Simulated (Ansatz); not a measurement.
**LiMg3 (Pm-3m): equation of state with a fit from a Python script**

Where is the equilibrium volume of LiMg3 (Pm-3m), and how stiff is it? The task is an equation of state with a fit, for LiMg3 (Pm-3m).

All numbers are computed with the Python package of Ansatz 0.2.0. Level of theory: DFT LDA, plane waves, PAW.

### 1 The structure

Symmetry: Pm-3m, No. 221, cubic system. Conventional cell: a = 4.411 Å, b = 4.411 Å, c = 4.411 Å, α = 90.00°, β = 90.00°, γ = 90.00°. Li (site symmetry m-3m) is surrounded by 12 Mg at 3.12 Å. Mg (site symmetry 4/mmm) has 4 Li at 3.12 Å and 8 Mg at 3.12 Å as nearest neighbours.

No structure file is read: the coordinates are typed or built in the script.

### 2 The script

Contents of eos_limg3.py:

```python
"""Bulk modulus of LiMg3 from an E(V) curve."""

import ansatz as az
from ase.eos import EquationOfState
from ase.units import GPa
import numpy as np

vectors0 = np.array([
    [4.411069, 0.0, 0.0],
    [0.0, 4.411069, 0.0],
    [0.0, 0.0, 4.411069],
])
sites = [
    ("Li", [0.0, 0.0, 0.0]),
    ("Mg", [0.5, 0.5, 0.0]),
    ("Mg", [0.5, 0.0, 0.5]),
    ("Mg", [0.0, 0.5, 0.5]),
]


def on_lattice(cell):
    crystal = az.Crystal(lattice=az.Lattice.of(cell))
    for symbol, position in sites:
        crystal = crystal.atom(symbol, position)
    return crystal

# uniform scaling of the cell
volumes, energies, pressures = [], [], []
for scale in np.linspace(0.88, 1.12, 7):
    cell = vectors0 * scale ** (1 / 3)
    base = on_lattice(cell).calculation()
    base = base.functional("lda")
    base = base.pseudopotentials("paw")
    base = base.occupations("fermi_dirac", width=0.1)
    base = base.basis(500).kpoints(5, 5, 5)
    base = base.stress()
    r = base.run().report
    volumes.append(abs(np.linalg.det(cell)) / len(sites))
    energies.append(r["free_energy_ev"] / len(sites))
    pressures.append(np.trace(r["stress_gpa"]) / 3)
    print(f"V = {volumes[-1]:8.4f} A^3/atom  F = {energies[-1]:.5f} eV/atom  P = {pressures[-1]:8.3f} GPa")

eos = EquationOfState(volumes, energies, eos="sj")
v0, e0, bulk = eos.fit()
print(f"V0 = {v0:.4f} A^3/atom, E0 = {e0:.5f} eV/atom, B = {bulk / GPa:.1f} GPa")
eos.plot("eos.png")
```

### 3 The input behind the calls

The engine receives this input (first run):

```yaml
crystal:
  lattice:
    - [4.227056719494816, 0.0, 0.0]
    - [0.0, 4.227056719494816, 0.0]
    - [0.0, 0.0, 4.227056719494816]
  atoms:
    - { symbol: Li, position: [0.0, 0.0, 0.0] }
    - { symbol: Mg, position: [0.5, 0.5, 0.0] }
    - { symbol: Mg, position: [0.5, 0.0, 0.5] }
    - { symbol: Mg, position: [0.0, 0.5, 0.5] }
basis:
  ecutwfc: 500.0
kpoints:
  mp_grid:
    grid: [5, 5, 5]
hamiltonian:
  xc: lda
  pseudopotentials:
    kind: paw
scf:
  occupations:
    method: fermi_dirac
    width: 0.1
output:
  stress: true
```

### 4 Launch

Launch:

```
> python eos_limg3.py
```

The program printed:

```text
V =  18.8823 A^3/atom  F = -1476.64713 eV/atom  P =    3.269 GPa
V =  19.7406 A^3/atom  F = -1476.65954 eV/atom  P =    1.429 GPa
V =  20.5988 A^3/atom  F = -1476.66305 eV/atom  P =   -0.066 GPa
V =  21.4571 A^3/atom  F = -1476.65933 eV/atom  P =   -1.282 GPa
V =  22.3154 A^3/atom  F = -1476.64971 eV/atom  P =   -2.273 GPa
V =  23.1737 A^3/atom  F = -1476.63531 eV/atom  P =   -3.078 GPa
V =  24.0320 A^3/atom  F = -1476.61701 eV/atom  P =   -3.731 GPa
V0 = 20.5566 A^3/atom, E0 = -1476.66306 eV/atom, B = 32.6 GPa
```

Run time: 8.1 s. Hardware: 1 thread of Arm Neoverse V2, shared host; peak memory 0.37 GiB.

### 5 What changed from run to run

The engine's inputs for some of the other runs:

Run 3, against run 1:

```diff
@@ -3,3 +3,3 @@
-    - [4.227056719494816, 0.0, 0.0]
-    - [0.0, 4.227056719494816, 0.0]
-    - [0.0, 0.0, 4.227056719494816]
+    - [4.351452651401933, 0.0, 0.0]
+    - [0.0, 4.351452651401933, 0.0]
+    - [0.0, 0.0, 4.351452651401933]
```

Run 5, against run 1:

```diff
@@ -3,3 +3,3 @@
-    - [4.227056719494816, 0.0, 0.0]
-    - [0.0, 4.227056719494816, 0.0]
-    - [0.0, 0.0, 4.227056719494816]
+    - [4.469116038249665, 0.0, 0.0]
+    - [0.0, 4.469116038249665, 0.0]
+    - [0.0, 0.0, 4.469116038249665]
```

Run 6, against run 1:

```diff
@@ -3,3 +3,3 @@
-    - [4.227056719494816, 0.0, 0.0]
-    - [0.0, 4.227056719494816, 0.0]
-    - [0.0, 0.0, 4.227056719494816]
+    - [4.525693133478739, 0.0, 0.0]
+    - [0.0, 4.525693133478739, 0.0]
+    - [0.0, 0.0, 4.525693133478739]
```

### 6 What each run gave

One row for each of the 7 runs:

```
run  volume (Å³/atom)  energy from run 3 (meV/atom)  pressure (GPa)  SCF cycles  CPU time (s)
  1            18.882                         15.92            3.27           6          0.82
  2            19.741                          3.51            1.43           6          0.77
  3            20.599                          0.00           -0.07           6          0.79
  4            21.457                          3.72           -1.28           6          0.96
  5            22.315                         13.34           -2.27           7           1.1
  6            23.174                         27.74           -3.08           7           1.1
  7            24.032                         46.04           -3.73           7           1.1
```

Energies are free energies F = E - TS of the smeared occupations. 

### 7 Summary of results

| quantity | value |
| --- | --- |
| runs compared | 7 |
| range of energy | 46.04 meV/atom |
| lowest point, volume (Å³/atom) | 20.599 |
| equilibrium volume (fit) | 20.56 Å³/atom |
| bulk modulus (fit) | 33 GPa |

What this shows: A third-order Birch-Murnaghan fit through the 7 points (the script's own form differs a little) has its minimum at 20.56 Å³ an atom, 4.2 % below the typed cell, with a bulk modulus of 33 GPa and dB/dP = 4.0. From that minimum the energy rises by 15.9 meV an atom on the compressed side and 46.0 meV on the expanded side. Notes:
- For a metal this k-point mesh is coarse: on a finer one energies can move by several to tens of meV an atom and pressures by half a GPa or more, differences at one mesh by less.
- Pressure is positive in compression.
- This cell is a computed structure, which may not be the phase found in nature.
